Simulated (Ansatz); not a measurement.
# GaPH (quartet): from a generated start to a stationary point

Where does this start of GaPH (quartet) end when it is relaxed?

Computed with Ansatz 0.2.0, Gaussian basis. Level: UKS PBE0/def2-TZVP.

## Step 1: Where the work starts

3 atoms, charge 0, spin multiplicity 4.

Atoms are counted from 1 here; the program's logs count them from 0.

Bond lengths: P1–Ga2 2.442 Å, Ga2–H3 1.952 Å. Angles: P1–Ga2–H3 78.0°.

As a file:

```
P    -1.1597   -1.2354   -0.0047
Ga    0.5315    0.5263    0.0021
H    -1.1275    1.5550    0.0016
```

The start was built by rule and, where that kept it together, relaxed with GFN2-xTB. Sticks and bond lists go by distance. No spin-orbit coupling is included. 

## Step 2: Relaxation

Contents of in.yaml:

```yaml
crystal:
  periodic: [false, false, false]
  atoms:
    - {symbol: P, position_ang: [-1.159679, -1.235381, -0.004696]}
    - {symbol: Ga, position_ang: [0.531476, 0.526326, 0.002063]}
    - {symbol: H, position_ang: [-1.127512, 1.555046, 0.001592]}
basis:
  gaussian: {orbitals: def2-TZVP}
magnetization: {spin_polarized: true, initial_magnetization: 3}
hamiltonian: {xc: pbe0}
relax: {f_tol: 0.004, max_steps: 80}
```

Command:

```console
> ansatz run in.yaml --threads 1 --pin off --events-out ev --progress --plain --max-ram 2176MiB
```

Q: Predict the outcome of this session. Wanted: energy gained; shift from the start; total energy; dipole moment; ⟨S²⟩.

As calculated:

| quantity | value |
| --- | --- |
| steps | 7 |
| energy gained | 0.657 eV |
| shift from the start (rms) | 0.395 Å |
| total energy | -61670.0390 eV |
| dipole moment | 0.70 D |
| ⟨S²⟩ | 3.759 |

**Reading.** The bonds of the start are those of the end. Ga2–H3 went from 1.952 to 1.615 Å. No vibrations were run, so this is a stationary point, not a proven minimum, and this spin need not be the ground state's.
